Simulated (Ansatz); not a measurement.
**Cl3F2HMoO: from a rough start to a stationary point**

The task is to find a stationary geometry of Cl3F2HMoO, check the end point by its vibrations and derive ideal-gas thermochemistry, and look at its orbitals and charge.

Program: Ansatz 0.2.0, Gaussian basis. Level of theory: RKS PBE0-D4/def2-TZVP. These are calculated values, not measurements.

Levels to be run: relaxation at PBE0-D4/def2-TZVP; harmonic vibrations at the same level; a single point in def2-TZVPP for the fields.

## Step 1: Starting geometry

SMILES `[OH][Mo]([F])([F])([Cl])([Cl])[Cl]`, 8 atoms, charge 0, spin multiplicity 1.

Atoms are counted from 1 here; the program's logs count them from 0.

Bond lengths: O1–Mo2 1.757 Å, O1–H8 0.961 Å, Mo2–F3 1.777 Å, Mo2–F4 1.777 Å, Mo2–Cl5 2.174 Å, Mo2–Cl6 2.313 Å, Mo2–Cl7 2.314 Å. Angles: Mo2–O1–H8 179.9°, O1–Mo2–F3 90.1°, O1–Mo2–F4 90.1°, O1–Mo2–Cl5 179.9°, O1–Mo2–Cl6 89.6°, O1–Mo2–Cl7 89.5°, F3–Mo2–F4 179.9°, F3–Mo2–Cl5 89.9°, F3–Mo2–Cl6 90.0°, F3–Mo2–Cl7 90.0°, F4–Mo2–Cl5 89.9°, F4–Mo2–Cl6 90.0°, F4–Mo2–Cl7 90.0°, Cl5–Mo2–Cl6 90.5°, Cl5–Mo2–Cl7 90.4°, Cl6–Mo2–Cl7 179.1°.

The start is a GFN2-xTB geometry. Mo takes the def2 core potential; no spin-orbit term is included.

## Step 2: Relaxation at PBE0-D4/def2-TZVP

Input file in.yaml:

```yaml
crystal:
  periodic: [false, false, false]
  atoms:
    - {symbol: O, position_ang: [-0.244430, -1.384990, 0.412540]}
    - {symbol: Mo, position_ang: [0.048560, 0.275660, -0.081520]}
    - {symbol: F, position_ang: [1.262990, 0.446120, 1.204410]}
    - {symbol: F, position_ang: [-1.166030, 0.109670, -1.368540]}
    - {symbol: Cl, position_ang: [0.412920, 2.330150, -0.693420]}
    - {symbol: Cl, position_ang: [-1.599230, 0.983110, 1.379910]}
    - {symbol: Cl, position_ang: [1.690000, -0.466200, -1.534220]}
    - {symbol: H, position_ang: [-0.404780, -2.293510, 0.680840]}
basis:
  gaussian: {orbitals: def2-TZVP}
hamiltonian: {xc: pbe0, dispersion: d4}
relax: {f_tol: 0.005, max_steps: 150}
```

Started as:

```sh
$ ansatz run in.yaml --threads 4 --pin off --events-out ev --progress --plain --max-ram 11315MiB
```

The runs that follow: Harmonic vibrations; Fields at the relaxed geometry.

**Question.** What will the summary of the whole plan be? Wanted: point group; shift from the start; total energy; dispersion term; dipole moment; lowest, highest wavenumber; zero-point energy; HOMO, LUMO.

**Answer**, as computed:

| quantity | value |
| --- | --- |
| point group | Cs |
| steps | 33 |
| shift from the start (rms) | 0.369 Å |
| total energy | -46910.9685 eV |
| dispersion term | -289 meV |
| dipole moment | 1.63 D |
| lowest, highest wavenumber | 83, 3804 cm⁻¹ |
| zero-point energy | 14.1 kcal/mol |
| entropy at 298.15 K | 416.4 J/(mol K) |
| HOMO, LUMO | -8.98, -5.43 eV |

The relaxed geometry lies 0.37 Å (rms) from the start; the bond that changed most is Mo2–Cl5, from 2.174 to 2.261 Å. All wavenumbers are real, so the end point is a minimum. The stiffest mode, 3804 cm⁻¹, is an O–H stretch, and 4 modes under 200 cm⁻¹ make the vibrational entropy uncertain. Harmonic hybrid wavenumbers usually lie a few per cent above measured fundamentals. The largest Mulliken charge, +1.44 e, sits on Mo2. The HOMO lies mostly on Cl7 63 %; Cl5 24 % and the LUMO on Mo2 57 %; Cl5 15 %.
